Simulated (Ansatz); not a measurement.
# C2H4FGa (SMILES C=[CH][GaH][F]): HF/cc-pVDZ

Aim: the vertical singlet–triplet gap of C2H4FGa at HF/cc-pVDZ, from 2 runs. 

Program for the calculation: Ansatz 0.2.0.

67 further runs of the same task are left out: 2 that didn't finish, 65 set aside as unsound or not needed.

## 1. Starting point

The species is C2H4FGa (8 atoms), meant as a singlet with charge 0. As SMILES, `C=[CH][GaH][F]`. Geometry: relaxed at PBE0-D4/def2-TZVP. This is one conformer, not always the lowest.

Bond lengths: C1–C2 1.332 Å, C2–Ga3 1.936 Å, Ga3–F4 1.763 Å, C1–H5 1.088 Å, C1–H6 1.088 Å, C2–H7 1.087 Å, Ga3–H8 1.557 Å. Angles: C1–C2–Ga3 120.9°, C2–Ga3–F4 115.4°, C1–C2–H7 118.8°, Ga3–C2–H7 120.3°, C2–C1–H5 122.2°, C2–C1–H6 122.3°, C2–Ga3–H8 129.9°, F4–Ga3–H8 114.7°, H5–C1–H6 115.5°.

## 2. The energy at HF/cc-pVDZ

File job.yaml:

```yaml
crystal:
  periodic: [false, false, false]
  atoms:
    - {symbol: C, position_ang: [-0.837100, 1.175400, 0.060900]}
    - {symbol: C, position_ang: [0.342600, 0.569500, -0.065000]}
    - {symbol: Ga, position_ang: [0.481700, -1.360200, -0.007600]}
    - {symbol: F, position_ang: [2.110500, -2.006100, -0.199600]}
    - {symbol: H, position_ang: [-1.762100, 0.620500, 0.200100]}
    - {symbol: H, position_ang: [-0.941100, 2.257800, 0.031600]}
    - {symbol: H, position_ang: [1.232300, 1.179600, -0.202300]}
    - {symbol: H, position_ang: [-0.626900, -2.436700, 0.182000]}
basis:
  gaussian: {orbitals: cc-pVDZ}
hamiltonian: {xc: hf}
accuracy: high
output: {orbitals: {seedname: orbitals}}
```

On the command line:

```bash
$ ansatz run job.yaml --threads 1 --pin off --max-ram 3480MiB --events-out events.jsonl --progress --plain --runs-dir runs
```

The log of the run:

```text
Warning: RAYON_NUM_THREADS=1 ignored (pool sized by the plan → 1); use --threads N
Functional definition: HF
  name "HF"
  exchange = exact_x
  correlation = 0
2037 factors; integrals over basis functions are off by at most 4.6e-9 eV
mean field evaluation 1: about -57161.0335 eV, gradient 3.6e1 eV
mean field evaluation 2: about -57161.1365 eV, gradient 3.6e1 eV
mean field evaluation 4: about -57164.0606 eV, gradient 3.0e0 eV
mean field evaluation 8: about -57164.1006 eV, gradient 1.6e-1 eV
mean field evaluation 16: about -57164.1008 eV, gradient 1.6e-8 eV
mean field -57164.10077988 eV, -2100.7419564415 hartree, gradient 1.6e-8 eV, S^2 0.000000; 0 other end points of the search recorded, 0 dependent functions left out
reference -57164.10077988 eV, -2100.7419564415 hartree; 28, 28 occupied and 61, 61 virtual orbitals, 2037 factors
Total energy: -57164.10077988 eV, -2100.7419564415 hartree
```

It took 4.2 s on 1 thread of Arm Neoverse V1, shared host; peak memory 0.27 GiB.

## 3. The triplet at the same level

job.yaml, as its differences from that of step 2:

```diff
@@ -12,5 +12,11 @@
 basis:
-  gaussian: {orbitals: cc-pVDZ}
-hamiltonian: {xc: hf}
+  gaussian:
+    orbitals: cc-pVDZ
+magnetization:
+  spin_polarized: true
+  initial_magnetization: 2
+hamiltonian:
+  xc: hf
 accuracy: high
-output: {orbitals: {seedname: orbitals}}
+output:
+  orbitals: {seedname: orbitals}
```

On the command line:

```bash
$ ansatz run job.yaml --threads 1 --pin off --max-ram 3480MiB --events-out events.jsonl --progress --plain --runs-dir runs
```

The log of the run:

```text
Warning: RAYON_NUM_THREADS=1 ignored (pool sized by the plan → 1); use --threads N
[... 4 set-up lines as earlier in the session ...]
2037 factors; integrals over basis functions are off by at most 4.6e-9 eV
mean field evaluation 1: about -57154.0881 eV, gradient 2.7e1 eV
mean field evaluation 2: about -57154.2083 eV, gradient 2.7e1 eV
mean field evaluation 4: about -57158.4311 eV, gradient 3.3e0 eV
mean field evaluation 8: about -57158.7540 eV, gradient 6.5e-1 eV
mean field evaluation 16: about -57158.7818 eV, gradient 5.4e-2 eV
mean field evaluation 32: about -57158.0495 eV, gradient 2.4e1 eV
mean field evaluation 64: about -57155.8480 eV, gradient 9.0e0 eV
mean field evaluation 96: about -57158.7815 eV, gradient 1.5e-4 eV
mean field -57160.83748718 eV, -2100.6220326466 hartree, gradient 2.5e-8 eV, S^2 2.016889; 2 other end points of the search recorded, 0 dependent functions left out
reference -57160.83748718 eV, -2100.6220326466 hartree; 29, 27 occupied and 60, 62 virtual orbitals, 2037 factors
Total energy: -57160.83748718 eV, -2100.6220326466 hartree
```

It took 13 s on 1 thread of Arm Neoverse V1, shared host; peak memory 0.52 GiB.

## 4. What came out

At HF/cc-pVDZ:

| quantity | value |
| --- | --- |
| singlet: total energy | -2100.74196 Eh |
| singlet: HOMO energy | -10.78 eV |
| singlet: LUMO energy | 1.48 eV |
| singlet: HOMO–LUMO gap | 12.26 eV |
| triplet: total energy | -2100.62203 Eh |
| triplet: HOMO energy (highest over α and β) | -7.14 eV |
| triplet: LUMO energy (lowest over α and β) | -0.17 eV |
| triplet: ⟨S²⟩ | 2.017 |
| vertical energy of the triplet above the singlet | 3.263 eV |

In words: At this shape the triplet lies 3.26 eV (75 kcal/mol) above the singlet.
